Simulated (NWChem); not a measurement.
**One shape, several levels: Cu2 (SMILES [Cu][Cu])**

We compute a comparison of 6 runs (M06-2X/def2-SVPD, TPSS/def2-SVP, M06-L/def2-SVPD, r2SCAN/def2-SVPD, revPBE/def2-SVPD, MP2/6-31G) of Cu2. 

Program for the calculation: NWChem 7.3.0.

4 further runs of the same task are left out: 2 that didn't finish, 2 set aside as unsound or not needed.

## (1) The molecule

Cu2 has 2 atoms, charge 0, and is taken as a singlet. As SMILES, `[Cu][Cu]`. Geometry: the measured bond length.

Bond lengths: Cu1–Cu2 2.220 Å.

## (2) Energy and forces at M06-2X/def2-SVPD (run 1)

nw.nw

```
START nw
memory 2200 mb

GEOMETRY units angstrom noautosym nocenter noautoz
   Cu     0.000000     0.000000     0.000000
   Cu     0.000000     0.000000     2.219700
END

BASIS spherical bse
   * library def2-SVPD
END

DFT
   xc m06-2x
   grid xfine
   convergence energy 1e-08
   iterations 100
   mulliken
   print low
END

TASK dft gradient
```

Started as:

```console
$ nwchem nw.nw > nw.out
```

The program printed:

```text
[...]
 d= 0,ls=0.0,diis     1  -3280.2154488154 -3.48D+03  1.43D-01  3.29D+00     1.6
[...]
 d= 0,ls=0.5,diis    27  -3280.4695782568 -9.46D-09  2.77D-06  7.90D-09    31.0
         Total DFT energy =    -3280.469578260874
      One electron energy =    -4978.223908696857
           Coulomb energy =     1631.746376855588
    Exchange-Corr. energy =     -134.486737778233
 Nuclear repulsion energy =      200.494691358628
[...]
      Total Density - Mulliken Population Analysis
     ---------------------------------------------
    Atom       Charge   Shell Charges
 -----------   ------   -------------------------------------------------------
    1 Cu  29    29.00   2.00  2.00  2.00  0.77  0.25  6.00  6.00  0.04  0.01  7.94  1.99  0.00
    2 Cu  29    29.00   2.00  2.00  2.00  0.77  0.25  6.00  6.00  0.04  0.01  7.94  1.99  0.00
[...]
                         DFT ENERGY GRADIENTS
    atom               coordinates                        gradient
                 x          y          z           x          y          z
   1 Cu      0.000000   0.000000   0.000000    0.000000  -0.000000   0.016932
   2 Cu      0.000000   0.000000   4.194625   -0.000000   0.000000  -0.016932
 Task  times  cpu:       34.5s     wall:       34.5s
 Total times  cpu:       34.5s     wall:       34.5s
```

It took 35 s on 1 thread of Intel Xeon Platinum 8488C (Sapphire Rapids), shared host; peak memory 0.13 GiB.

## (3) Energy and forces at TPSS/def2-SVP (run 2)

cu2.xyz

```xyz
2

Cu     0.000000     0.000000     0.000000
Cu     0.000000     0.000000     2.219700
```

cu2.nw

```
start cu2
memory total 2200 mb

geometry units angstroms noautosym nocenter noautoz
  load format xyz cu2.xyz
end

basis spherical bse
  * library def2-SVP
end

dft
  xc xtpss03 ctpss03
  grid xfine
  convergence energy 1e-08
  iterations 100
  mulliken
  noprint "final vectors analysis"
end

task dft gradient
```

Started as:

```console
$ nwchem cu2.nw > cu2.out
```

The program printed:

```text
[...]
          Wavefunction type:  closed shell.
          No. of atoms     :     2
          No. of electrons :    58
[...]
          Charge           :     0
          Spin multiplicity:     1
[...]
          AO basis - number of functions:    62
[...]
              XC Information
              --------------
                  TPSS metaGGA Exchange Functional  1.000
             TPSS03 metaGGA Correlation Functional  1.000
[...]
 d= 0,ls=0.0,diis     1  -3280.2765924683 -3.48D+03  5.06D-01  3.96D+00     1.4
[...]
 d= 0,ls=0.5,diis    80  -3280.5977801956 -8.97D-09  2.80D-06  1.40D-08    78.9
         Total DFT energy =    -3280.597780203017
      One electron energy =    -4975.461746771721
           Coulomb energy =     1628.781191835040
    Exchange-Corr. energy =     -134.411916624965
 Nuclear repulsion energy =      200.494691358628
[...]
      Total Density - Mulliken Population Analysis
     ---------------------------------------------
    Atom       Charge   Shell Charges
 -----------   ------   -------------------------------------------------------
    1 Cu  29    29.00   2.00  2.00  2.00  0.97  0.10  6.00  6.00  0.08  7.85  2.01  0.00
    2 Cu  29    29.00   2.00  2.00  2.00  0.97  0.10  6.00  6.00  0.08  7.85  2.01  0.00
[...]
  wavefunction    = closed shell
                         DFT ENERGY GRADIENTS
    atom               coordinates                        gradient
                 x          y          z           x          y          z
   1 Cu      0.000000   0.000000   0.000000    0.000000   0.000000  -0.005079
   2 Cu      0.000000   0.000000   4.194625   -0.000000  -0.000000   0.005079
[...]
```

Wall time 83 s (1 thread of Intel Xeon Platinum 8488C (Sapphire Rapids), shared host); peak memory 0.13 GiB.

Run 3 isn't shown in full; the table further down has it.

## (4) Energy and forces at r2SCAN/def2-SVPD (run 4)

struct.nw

```
start struct
memory total 2200 mb

geometry noautosym nocenter noautoz
 Cu    0.000000    0.000000    0.000000
 Cu    0.000000    0.000000    2.219700
end

basis "ao basis" spherical bse
 * library def2-SVPD
end

dft
 xc r2scan
 mult 1
 grid xfine
 convergence energy 1e-08
 iterations 100
 mulliken
 noprint "final vectors analysis"
end

task dft gradient
```

Started as:

```console
$ nwchem struct.nw > struct.out
```

The program printed:

```text
[...]
          Wavefunction type:  closed shell.
          No. of atoms     :     2
          No. of electrons :    58
[...]
          Charge           :     0
          Spin multiplicity:     1
[...]
          AO basis - number of functions:    68
[...]
              XC Information
              --------------
                      r^2SCAN Method XC Functional
               r^2SCAN metaGGA Exchange Functional  1.000
                     r^2SCAN Correlation Potential  1.000
[...]
 d= 0,ls=0.0,diis     1  -3280.2171551489 -3.48D+03  3.37D+00  3.59D+00     1.5
[...]
 d= 0,ls=0.0,diis    10  -3280.5106176683 -5.16D-09  8.06D-06  3.69D-08    11.2
         Total DFT energy =    -3280.510617668255
      One electron energy =    -4976.441944960479
           Coulomb energy =     1629.819775833585
    Exchange-Corr. energy =     -134.383139899989
 Nuclear repulsion energy =      200.494691358628
[...]
      Total Density - Mulliken Population Analysis
     ---------------------------------------------
    Atom       Charge   Shell Charges
 -----------   ------   -------------------------------------------------------
    1 Cu  29    29.00   2.00  2.00  2.00  0.94  0.15  6.00  6.00  0.08 -0.02  7.87  1.98  0.00
    2 Cu  29    29.00   2.00  2.00  2.00  0.94  0.15  6.00  6.00  0.08 -0.02  7.87  1.98  0.00
[...]
  wavefunction    = closed shell
                         DFT ENERGY GRADIENTS
    atom               coordinates                        gradient
                 x          y          z           x          y          z
   1 Cu      0.000000   0.000000   0.000000    0.000000   0.000000  -0.008937
   2 Cu      0.000000   0.000000   4.194625   -0.000000  -0.000000   0.008937
[...]
```

Wall time 14 s (1 thread of Intel Xeon Platinum 8488C (Sapphire Rapids), shared host); peak memory 0.13 GiB.

Run 5 isn't shown in full; the table further down has it.

## (5) Energy and forces at MP2/6-31G (run 6)

input.nw

```
echo
start input
memory total 2200 mb
geometry units au noautosym nocenter noautoz
Cu   0.00000000   0.00000000   0.00000000
Cu   0.00000000   0.00000000   4.19462508
end
basis spherical bse
* library 6-31G
end
scf
thresh 1e-08
maxiter 80
end
mp2
freeze core 10
tight
end
task mp2 gradient
```

Started as:

```console
$ nwchem input.nw > input.out
```

The program printed:

```text
[...]
  functions       =    54
[...]
  wavefunction    = RHF
[...]
         Total SCF energy =  -3277.187879070643
      One-electron energy =  -4985.706023850433
      Two-electron energy =   1508.023467911077
 Nuclear repulsion energy =    200.494676868713
        Time for solution =     16.3s
[...]
          Total MP2 energy         -3277.759450380122
[...]
                         mp2 ENERGY GRADIENTS
    atom               coordinates                        gradient
                 x          y          z           x          y          z
   1 Cu      0.000000   0.000000   0.000000    0.000000  -0.000000  -0.036742
   2 Cu      0.000000   0.000000   4.194625   -0.000000   0.000000   0.036742
[...]
```

It took 35 s on 1 thread of Intel Xeon Platinum 8488C (Sapphire Rapids), shared host; peak memory 0.14 GiB.

## (6) The series

```tsv
run	level	integration grid	iteration cap	energy (Eh)	largest force (eV/Å)	wall time
1	M06-2X/def2-SVPD	xfine	100	-3280.469578	0.871	35 s
2	TPSS/def2-SVP	xfine	100	-3280.597780	0.261	83 s
3	M06-L/def2-SVPD	xfine	100	-3280.419790	0.264	74 s
4	r2SCAN/def2-SVPD	xfine	100	-3280.510618	0.460	14 s
5	revPBE/def2-SVPD	xfine	100	-3280.342730	0.010	74 s
6	MP2/6-31G	–	80	-3277.759450	1.889	35 s
```

## (7) What came out

| quantity | value |
| --- | --- |
| run 6: total energy | -3277.75945 Eh |
| run 6: dipole moment (of the density that the program reports) | 0.00 D |
| run 6: HOMO energy (Hartree–Fock orbitals) | -5.90 eV |
| run 6: LUMO energy (Hartree–Fock orbitals) | 0.64 eV |
| run 6: HOMO–LUMO gap (Hartree–Fock orbitals) | 6.54 eV |
| run 6: correlation energy (10 core orbitals frozen) | -571.6 mEh |
| run 6: largest force on an atom | 1.889 eV/Å |

**Reading.** Totals of different functionals can't be ranked against each other. All runs together took 5.3 min, the longest 83 s.
